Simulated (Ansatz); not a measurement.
# CH₈N₂SSi: basis-set convergence

How large a basis does CH₈N₂SSi need? Two functionals are run in growing sets.

Method: one geometry, several basis sets; program: Ansatz 0.2.0, Gaussian basis.

Levels to be run: PBE0-D4/def2-SVP; ωB97M-V/def2-SVP; PBE0-D4/def2-QZVPP; ωB97M-V/def2-QZVPP; the functionals' def2-TZVPP values are taken from earlier runs.

### 1 Structure used throughout

All runs share one geometry, relaxed beforehand with PBE0-D4 in a triple-zeta def2 set.

SMILES `NC(S)N[SiH3]`, 13 atoms, charge 0, spin multiplicity 1.

Atoms are counted from 1 here; the program's logs count them from 0.

Bond lengths: N1–C2 1.440 Å, N1–H6 1.011 Å, N1–H7 1.014 Å, C2–S3 1.850 Å, C2–N4 1.423 Å, C2–H8 1.101 Å, S3–H9 1.344 Å, N4–Si5 1.728 Å, N4–H10 1.011 Å, Si5–H11 1.486 Å, Si5–H12 1.489 Å, Si5–H13 1.485 Å. Angles: C2–N1–H6 111.1°, C2–N1–H7 109.9°, H6–N1–H7 109.6°, N1–C2–S3 108.3°, N1–C2–N4 108.4°, N1–C2–H8 114.9°, S3–C2–N4 116.4°, S3–C2–H8 101.3°, N4–C2–H8 107.7°, C2–S3–H9 94.9°, C2–N4–Si5 123.5°, C2–N4–H10 111.2°, Si5–N4–H10 118.6°, N4–Si5–H11 107.4°, N4–Si5–H12 115.3°, N4–Si5–H13 106.7°, H11–Si5–H12 108.0°, H11–Si5–H13 111.0° and more.

### 2 PBE0-D4 in def2-SVP

in.yaml

```yaml
crystal:
  periodic: [false, false, false]
  atoms:
    - {symbol: N, position_ang: [-0.574081, 1.866341, 0.441128]}
    - {symbol: C, position_ang: [-0.631246, 0.450944, 0.180315]}
    - {symbol: S, position_ang: [-1.366833, -0.381667, 1.659728]}
    - {symbol: N, position_ang: [0.665052, 0.014449, -0.212961]}
    - {symbol: Si, position_ang: [0.967540, -1.497782, -0.993381]}
    - {symbol: H, position_ang: [-1.466688, 2.212238, 0.766375]}
    - {symbol: H, position_ang: [-0.304032, 2.362409, -0.400695]}
    - {symbol: H, position_ang: [-1.338959, 0.153780, -0.609014]}
    - {symbol: H, position_ang: [-0.496395, 0.150614, 2.534200]}
    - {symbol: H, position_ang: [1.379909, 0.400497, 0.389387]}
    - {symbol: H, position_ang: [0.015353, -1.608743, -2.129294]}
    - {symbol: H, position_ang: [0.800421, -2.702065, -0.133448]}
    - {symbol: H, position_ang: [2.370359, -1.455716, -1.477640]}
basis:
  gaussian: {orbitals: def2-SVP}
hamiltonian: {xc: pbe0, dispersion: d4}
output: {orbitals: {seedname: orbitals}}
```

On the command line:

```
ansatz run in.yaml --threads 4 --pin off --events-out ev --progress --plain --max-ram 10444MiB
```

After this run come: ωB97M-V in def2-SVP; PBE0-D4 in def2-QZVPP; ωB97M-V in def2-QZVPP.

**Question.** What will the summary of the whole plan be? Wanted: PBE0-D4: double and triple zeta above quadruple; ωB97M-V: double and triple zeta above quadruple.

**Answer**, as computed:

```
                                       quantity           value
PBE0-D4: double and triple zeta above quadruple  12.20, 0.85 eV
ωB97M-V: double and triple zeta above quadruple  12.35, 0.81 eV
```

What this shows: PBE0-D4 gains 11.34 eV from double to triple zeta, then 0.85 eV more. These are total energies; as a rule much of such shifts cancels in differences, which this series doesn't test. The LUMO of ωB97M-V is positive and keeps falling with the basis (2.69 to 1.44 eV): an unbound level that the basis holds in place.
